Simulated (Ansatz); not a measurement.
Predict the output of the script below (Ansatz's Python interface).

`ch2alclo.xyz`
```text
6

Cl   -1.88710   -2.30620    0.75470
Al   -0.97600   -0.49290   -0.16430
C     0.55750    0.61000    0.03850
O     0.36320    0.30140   -1.28740
H     1.53600    0.11750    0.36050
H     0.44850    1.70610    0.25180
```

Script `methods_ch2alclo.py`:
```python
'''One geometry of CH2AlClO, method by method.'''

import ansatz as az

system = az.Crystal.molecule_from_extxyz('ch2alclo.xyz')

setup = system.calculation().basis(gaussian='cc-pVDZ')

methods = ['mp2', 'ccsd', 'ccsd_t']
batch = az.Session.batch([setup.correlation(m).input() for m in methods])
reports = sorted(batch.plan().execute().molecular_reports, key=lambda each: each['member'])
print(f'Hartree-Fock reference {reports[0]["reference_energy_ev"] / 27.211386246:.6f} Ha')
best = reports[-1]['free_energy_ev'] - reports[-1]['reference_energy_ev']
for method, each in zip(methods, reports):
    gained = each['free_energy_ev'] - each['reference_energy_ev']
    print(f'{method:8s} total {each["free_energy_ev"] / 27.211386246:.6f} Ha  correlation {gained:9.4f} eV  ({100 * gained / best:.1f} % of the last)')
```

```console
$ python methods_ch2alclo.py
Hartree-Fock reference -815.293821 Ha
mp2      total -815.814954 Ha  correlation  -14.1807 eV  (92.0 % of the last)
ccsd     total -815.842780 Ha  correlation  -14.9379 eV  (96.9 % of the last)
ccsd_t   total -815.860278 Ha  correlation  -15.4141 eV  (100.0 % of the last)
```

What to keep in mind:
- Total energies depend on the basis set; only differences at equal settings carry meaning.
- The geometry is a force-field or estimated start, not a minimum of this method, and the basis set is short of its limit. A lower total doesn't mark the better method: functionals have no common bound, and MP2 and coupled cluster aren't variational.
- Inner cores stay frozen, so this is valence correlation.
- For Al to Cl the sets with a tight d function, cc-pV(X+d)Z, are usual.

(Lines on the test bed's own set-up are left out of the output.)
